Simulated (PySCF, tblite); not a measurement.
# C₂H₁₁F₂NSi₃: geometry, infrared bands and NMR shifts

What infrared bands and NMR shifts should C₂H₁₁F₂NSi₃ (`N[Si@@H](C[SiH2][SiH3])C(F)F`) show?

Computed with tblite 0.8.0 and PySCF 2.14.0, with density-fitted response routines of our own, on a single molecule in the gas phase. Atoms count from 0, in the outputs and in this text.

## Step 1: Starting geometry

19 atoms, charge 0, multiplicity 1; geometry from: force field or distance geometry start.

Bonds of the start (Å): N0–Si1 1.76, Si1–C2 1.87, C2–Si3 1.87, Si3–Si4 2.25, Si1–C5 1.87, C5–F6 1.37, C5–F7 1.37, N0–H8 1.03, N0–H9 1.04, Si1–H10 1.47, C2–H11 1.11, C2–H12 1.12, Si3–H13 1.47, Si3–H14 1.46, Si4–H15 1.48, Si4–H16 1.47, Si4–H17 1.48, C5–H18 1.11.

## Step 2: Relaxing the molecule with GFN2-xTB

Job settings and geometry (Å):

```
{"job": {"kind": "relax", "xc": "GFN2-xTB", "basis": "xTB"}, "charge": 0, "multiplicity": 1}
N     -1.923200     0.771000    -1.507400
Si    -0.996400    -0.121800    -0.304700
C     -0.079300     0.971600     0.908400
Si     1.627900     1.259300     0.193200
Si     2.605000    -0.739200    -0.133700
C     -2.039500    -1.395300     0.577200
F     -3.199900    -1.610300    -0.112800
F     -1.329000    -2.571300     0.609900
H     -1.340000     1.408100    -2.064500
H     -2.814400     1.180000    -1.146900
H      0.037700    -0.875600    -1.032300
H     -0.631500     1.927000     1.046100
H     -0.004300     0.429700     1.886600
H      2.444400     2.067400     1.105100
H      1.449300     1.878200    -1.117100
H      2.356200    -1.548200     1.083700
H      2.004300    -1.373400    -1.312100
H      4.062600    -0.555000    -0.312200
H     -2.239700    -1.092900     1.626100
```

On the command line:

```sh
$ OMP_NUM_THREADS=1 python probes_run.py task.json out
```

This one command runs all jobs of the session in turn.

**Question.** This job is followed by: GFN2-xTB harmonic vibrations, gas phase; GIAO PBE0/pcSseg-1 NMR shielding, non-relativistic, gas phase. Predict these results of the whole session: strongest single infrared mode (GFN2-xTB); zero-point energy (GFN2-xTB); 13C shifts against TMS (PBE0/pcSseg-1); 1H shifts against TMS (PBE0/pcSseg-1, means over atoms taken as alike); 15N shifts against NH3 (PBE0/pcSseg-1); 29Si shifts against TMS (PBE0/pcSseg-1); 19F shifts against CFCl3 (PBE0/pcSseg-1); surface potential, 1st and 99th percentile.

**Answer**, as computed:

| quantity | value |
| --- | --- |
| strongest single infrared mode (GFN2-xTB) | 725 cm⁻¹, 869 km/mol |
| zero-point energy (GFN2-xTB) | 76.6 kcal/mol |
| 13C shifts against TMS (PBE0/pcSseg-1) | 128.4, -7.6 ppm |
| 1H shifts against TMS (PBE0/pcSseg-1, means over atoms taken as alike) | 6.19, 4.87, 4.29, 3.95, 3.48, 0.57, 0.26, -0.16 ppm |
| 15N shifts against NH3 (PBE0/pcSseg-1) | 9.9 ppm |
| 29Si shifts against TMS (PBE0/pcSseg-1) | -23.8, -83.0, -118.5 ppm |
| 19F shifts against CFCl3 (PBE0/pcSseg-1) | -161.3, -162.2 ppm |
| surface potential, 1st and 99th percentile | -1.03 V and 1.58 V |

Relaxing lowered the energy by 0.782 eV in 188 steps; the close pair that moved most is Si1–C5, from 1.868 to 1.934 Å. No mode is imaginary among the 51: a minimum at this level. The strongest single mode, at 725 cm⁻¹, is spread over several atoms, C2, Si3, H11, H13 among them. GFN2-xTB is a fitted tight-binding method: band positions and strengths are rough. Its intensities can rank the bands wrongly. H18 (hydrogen on an sp3 CH bonded to 2 F and Si) lies farthest downfield among hydrogen, at 6.19 ppm; its carbon carries F, hence the downfield position. By nearest atom (PBE0/pcSseg-1), the HOMO sits on N0 54 %; H10 14 % and the LUMO on Si3 17 %; Si4 13 %.
